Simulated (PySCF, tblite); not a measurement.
**C4H13BO2Si2: geometry, infrared bands and NMR shifts**

Aim: predict the infrared bands and NMR shifts of C4H13BO2Si2 (`C=C(C)B(O[SiH3])O[SiH2]C`).

Programs: tblite 0.8.0 and PySCF 2.14.0, with density-fitted response routines of our own. Each step states its level of theory. These are calculated values for one molecule in the gas phase, unless marked as measured. Atoms are numbered from 0 throughout.

**1. Starting geometry**

22 atoms, charge 0, multiplicity 1; geometry from: force field or distance geometry start.

Bonds of the start (Å): C0–C1 1.32, C1–C2 1.47, C1–B3 1.57, B3–O4 1.45, O4–Si5 1.71, B3–O6 1.47, O6–Si7 1.71, Si7–C8 1.88, C0–H9 1.11, C0–H10 1.07, C2–H11 1.12, C2–H12 1.12, C2–H13 1.11, Si5–H14 1.48, Si5–H15 1.47, Si5–H16 1.48, Si7–H17 1.48, Si7–H18 1.47, C8–H19 1.09, C8–H20 1.11, C8–H21 1.12.

**2. Geometry optimisation with GFN2-xTB**

Job settings and geometry (Å):

```
{"job": {"kind": "relax", "xc": "GFN2-xTB", "basis": "xTB"}, "charge": 0, "multiplicity": 1}
C     -2.495700     0.388300     0.699800
C     -1.821400    -0.423800    -0.098800
C     -2.504100    -1.548300    -0.760000
B     -0.285100    -0.270800    -0.360500
O      0.088600     0.829600    -1.219500
Si    -0.003300     2.277800    -0.317900
O      0.602000    -0.554900     0.770500
Si     2.050400    -1.335900     0.317900
C      3.353300     0.004800     0.160700
H     -3.581900     0.209000     0.831800
H     -2.091800     1.222300     1.227800
H     -3.440400    -1.798300    -0.198400
H     -2.858700    -1.210700    -1.766700
H     -1.880800    -2.459000    -0.833600
H      0.165100     2.047000     1.130300
H      0.993000     3.287000    -0.719700
H     -1.350200     2.867800    -0.523900
H      1.916100    -2.070200    -0.960500
H      2.419300    -2.235000     1.422500
H      4.326800    -0.407100    -0.113600
H      3.418100     0.512500     1.151200
H      2.970300     0.687200    -0.641900
```

On the command line:

```
$ OMP_NUM_THREADS=1 python probes_run.py task.json out
```

One launch serves the whole session: the jobs run in the order shown.

**Question.** This job is followed by: GFN2-xTB harmonic vibrations, gas phase; GIAO PBE0/pcSseg-1 NMR shielding, non-relativistic, gas phase. Predict these results of the whole session: strongest single infrared mode (GFN2-xTB); zero-point energy (GFN2-xTB); 13C shifts against TMS (PBE0/pcSseg-1); 1H shifts against TMS (PBE0/pcSseg-1, means over atoms taken as alike); 11B shifts against BF3·OEt2 (PBE0/pcSseg-1); 17O shifts against H2O (PBE0/pcSseg-1); 29Si shifts against TMS (PBE0/pcSseg-1).

The runs gave:

| quantity | value |
| --- | --- |
| strongest single infrared mode (GFN2-xTB) | 1319 cm⁻¹, 1067 km/mol |
| zero-point energy (GFN2-xTB) | 99.5 kcal/mol |
| 13C shifts against TMS (PBE0/pcSseg-1) | 151.4, 137.8, 26.5, 2.3 ppm |
| 1H shifts against TMS (PBE0/pcSseg-1, means over atoms taken as alike) | 6.12, 6.05, 5.32, 5.21, 1.99, 0.47 ppm |
| 11B shifts against BF3·OEt2 (PBE0/pcSseg-1) | 18.5 ppm |
| 17O shifts against H2O (PBE0/pcSseg-1) | 112.8, 84.9 ppm |
| 29Si shifts against TMS (PBE0/pcSseg-1) | -29.6, -51.1 ppm |

In words: The optimisation took 258 steps and gained 1.962 eV; among the close pairs (by a distance rule), B3–O6 changed most, from 1.465 to 1.336 Å. The lowest mode is imaginary (38i cm⁻¹), so the xTB geometry is not a minimum. The strongest single mode, at 1319 cm⁻¹, moves mainly B3. Unscaled tight-binding wavenumbers are off by several per cent, some by more. Its intensities can rank the bands wrongly. The most deshielded carbon is C1 (fully substituted alkene carbon), at 151.4 ppm: an sp2 carbon of a C=C bond. At PBE0/pcSseg-1: The largest span, 252 ppm, is at C1, where the paramagnetic term is -228 ppm.
